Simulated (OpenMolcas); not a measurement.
# Br²⁺: CASSCF terms and fine-structure levels

Which level of Br²⁺ lies lowest, and where do the others fall? The reference wave functions come first, then spin-orbit coupling.

Method: state-averaged CASSCF, spin-orbit coupling by RASSI with atomic mean-field integrals. Code: OpenMolcas 26.06.

## Step 1: Starting point

* Species: Br²⁺ (bromine, Z = 35, 33 electrons)
* Basis: ANO-RCC-MB [4s3p1d], 18 functions
* Scalar Hamiltonian: DKH2, point nucleus
* Inactive shells: 1s 2s 2p 3s 3p 3d
* Active space: 5 electrons in 4 orbitals (4s 4p)
* Some configurations of this space: 4p5, 4s 4p4, 4s2 4p3
* Orbitals: optimised for each spin and parity, averaged over the low roots

The outer shells:

4p5
```
4p [↑↓][↑↓][↑ ]
```

4s 4p4
```
4s [↑ ]
4p [↑↓][↑ ][↑ ]
```

4s2 4p3
```
4s [↑↓]
4p [↑ ][↑ ][↑ ]
```

The work runs as a chain of OpenMolcas steps in one folder; each step below is one input file. Labels, J, g values, rates, χT and fits are worked out afterwards by a script from the matrices that RASSI stores.

## Step 2: Basis and integrals

Input file a.inp:

```
&GATEWAY
Coord
1

Br 0.0 0.0 0.0
Basis=ANO-RCC-MB
Group=XYZ
NoMove
AngMom=0.0 0.0 0.0
AMFI
&SEWARD
```

Launch:

```sh
OMP_NUM_THREADS=1 MOLCAS_MEM=1689 MOLCAS_PROJECT=a pymolcas a.inp > a.log
```

## Step 3: CASSCF: quartets of odd parity, 1 root

Input file a.inp:

```
&RASSCF
FileOrb=start.orb
Symmetry=2
Spin=4
nActEl=5 0 0
Inactive=8 6
Ras2=1 3
CIRoot=1 1 1
SDav=1
CIMx=300
Iter=120 100
PrWF=0.3
OrbListing=Nothing
MaxOrb=0
Atom
>>> COPY $Project.JobIph JOB001
```

start.orb holds the contracted functions of the basis, ordered by shell, or the orbitals of the step before.

## Step 4: CASSCF: doublets of odd parity, 8 roots

Input file a.inp:

```
&RASSCF
FileOrb=start.orb
Symmetry=2
Spin=2
nActEl=5 0 0
Inactive=8 6
Ras2=1 3
CIRoot=8 8 1
SDav=11
CIMx=300
Iter=120 100
PrWF=0.3
OrbListing=Nothing
MaxOrb=0
Atom
>>> COPY $Project.JobIph JOB002
```

## Step 5: State interaction with spin-orbit coupling

Input file a.inp:

```
&RASSI
NrOfJobIphs=2 1 8
1
1 2 3 4 5 6 7 8
IphNames
JOB001
JOB002
EJob
SpinOrbit
DIPRint=1.0
SOCoupling=1000.0
Subsets=2
MEES
Property=10
'ANGMOM' 1 'ANGMOM' 2 'ANGMOM' 3 'MLTPL  1' 1 'MLTPL  1' 2 'MLTPL  1' 3
'AMFI' 1 'AMFI' 2 'AMFI' 3 'MLTPL  2' 6
SOProperty=3
'ANGMOM' 1 'ANGMOM' 2 'ANGMOM' 3
```

(Steps that only read results are left out.)

**Question.** What will these runs give? Wanted: lowest level; first excited level; spin-orbit lowering of the lowest level; strongest of the lines computed, by gA.

The runs gave:

```
                                                                                   quantity                                                          value
                                                                                     method                                                         CASSCF
                                                                               lowest level                  4s2 4p3 4S* 3/2, 99 % of that term, g = 1.997
                                                                ground level listed by NIST                                                         4S°3/2
                                                                        first excited level                                  4s2 4p3 2D* 3/2 at 17012 cm-1
                                                    spin-orbit lowering of the lowest level                                                       191 cm-1
strongest of the lines computed, by gA (one parity, so forbidden lines), at CASSCF energies  4s2 4p3 2P* 3/2 → 4s2 4p3 4S* 3/2, 378.8 nm, A = 4.97e+00 s⁻¹
```

What this shows: The computed levels miss the measured ones by 1800 cm⁻¹ on average. Only the configurations of the active space and the roots asked for are present. Not all states of the active space went into the spin-orbit step. No d shell is active. Only valence configurations of the active space appear, up to the ionisation limit; * or ° marks odd parity.
